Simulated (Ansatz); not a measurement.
# ZrIn2S2: the cost of one run

Method: DFT PBE, scalar-relativistic, plane waves, PAW, in Ansatz 0.2.0.

## 1. The starting structure

The structure is hexagonal, space group P6/mmm (No. 191). The conventional cell has a = 4.083 Å, b = 4.083 Å, c = 7.650 Å, α = 90.00°, β = 90.00°, γ = 120.00°. Around Zr (site symmetry 6/mmm) lie 6 S at 2.36 Å and 2 In at 2.66 Å. In (site symmetry 6mm) is surrounded by 1 In at 2.34 Å and 1 Zr at 2.66 Å. Around S (site symmetry -6m2) lie 3 S at 2.36 Å and 3 Zr at 2.36 Å.

Structure file:

```
CELL_PARAMETERS angstrom
4.08315 0.00000 0.00000
-2.04158 3.53612 0.00000
0.00000 0.00000 7.65008
ATOMIC_POSITIONS crystal
Zr 0.00000 0.00000 0.50000
In 0.00000 0.00000 0.84735
In 0.00000 0.00000 0.15265
S 0.33333 0.66667 0.50000
S 0.66667 0.33333 0.50000
```

The cell is invented: random cell by space group and Wyckoff sites (P6/mmm, No. 191). Its size is a rough estimate.

## 2. A first look at the guess

Contents of input.yaml:

```yaml
crystal:
  lattice:
    - [4.08315465, 0.0, 0.0]
    - [-2.04157733, 3.53611566, 0.0]
    - [0.0, 0.0, 7.65008309]
  atoms:
    - { symbol: Zr, position: [0.0, 0.0, 0.5] }
    - { symbol: In, position: [0.0, 0.0, 0.84735352] }
    - { symbol: In, position: [0.0, 0.0, 0.15264648] }
    - { symbol: S, position: [0.33333333, 0.66666667, 0.5] }
    - { symbol: S, position: [0.66666667, 0.33333333, 0.5] }
basis:
  ecutwfc: 420
kpoints:
  mp_grid: { grid: [6, 6, 2] }
hamiltonian:
  xc: pbe
scf:
  occupations: { method: gaussian, width: 0.1 }
  lower_state_search: "off"
output:
  forces: true
  stress: true
  eigenvalues: true
```

On the command line:

```bash
ansatz run input.yaml --threads 1 --pin off --max-ram 2560MiB --backend cpu --events-out ev --progress --plain --runs-dir out
```

Q: Estimate wall time and peak memory on 1 thread of Arm Neoverse V2, shared host.

About 3 s, with a peak of 0.38 GiB.
